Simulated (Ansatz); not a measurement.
This script drives Ansatz 0.2.0, Python API.

`scf_yrh2.py`:
```python
"""SCF run for YRh2."""

import ansatz as az
import numpy as np

xtal = (
    az.Lattice.fcc(7.498)
    .space_group(227, origin_choice=1)
    .atom("Y", (0.0, 0.0, 0.5))
    .atom("Rh", (0.125, 0.125, 0.125))
    .primitive()
)

# the calculation
job = (
    xtal.calculation()
    .functional("PBEsol")
    .pseudopotentials("nc")
    .kpoints(mesh=(6, 6, 6))
    .occupations("Methfessel-Paxton", width=150 * az.meV)
    .mixing("msr1", beta=0.7)
    .stress()
)
session = job.session()
planned = session.plan(threads=1)
out = planned.execute()
data = out.report

for key in ("converged", "n_iterations", "n_electrons", "n_kpoints", "n_pw", "n_symmetry_ops", "free_energy_ev", "fermi_energy_ev"):
    print(f"{key:18s} {data[key]}")

# accept the result only where the loop met its thresholds and nothing is doubted
problems = list(data["published_state_doubts"])
if not data["converged"] or data.get("closed_by") != "deck_thresholds":
    problems.append("loop closed by " + str(data.get("closed_by")))
print("accepted" if not problems else f"check before use: {problems}")

# pressure is a third of the trace
print("pressure by term (GPa)")
for term, tensor in data["stress_terms_gpa"].items():
    if np.any(tensor):
        print(f"  {term:28s} {np.trace(np.array(tensor)) / 3:12.3f}")
print(f"  {'total':28s} {np.trace(np.array(data['stress_gpa'])) / 3:12.3f}")
```

It is started by `python scf_yrh2.py`. Estimate its wall time and peak memory on 1 thread of Intel(R) Xeon(R) CPU @ 2.60GHz (Ice Lake), on a shared host.

It took about 19 s, with a peak of 0.82 GiB, for 1 run of the engine.

```console
$ python scf_yrh2.py
DeckWarning: basis.ecutwfc = 1197.300995 eV, auto-derived from the records' recommended cutoffs: set by Rh (normal level)
converged          True
n_iterations       11
n_electrons        90.0
n_kpoints          16
n_pw               9841
n_symmetry_ops     48
free_energy_ev     -14982.223938659035
fermi_energy_ev    17.69855616265129
accepted
pressure by term (GPa)
  kinetic                          4915.215
  hartree                          1638.837
  ewald                           -5410.640
  local_pseudopotential           -2285.759
  nonlocal_pseudopotential         2107.788
  nlcc                            -1548.747
  xc                                579.815
  scf_correction                     -0.000
  pulay_correction                    0.076
  total                              -3.416
```
(Warnings from the package without file and line.)

The settings weren't tested for convergence. For a metal this k-point mesh is coarse: on a finer one energies can move by several to tens of meV an atom and pressures by half a GPa or more, differences at one mesh by less. An absolute Fermi energy rests on an arbitrary zero of the periodic potential and has no direct meaning. Pressure is positive in compression. The starting cell is as deposited in a crystallographic database; the results hold for this polymorph, which needn't be the stable one.

(Lines on the test bed's own set-up are left out of the output.)
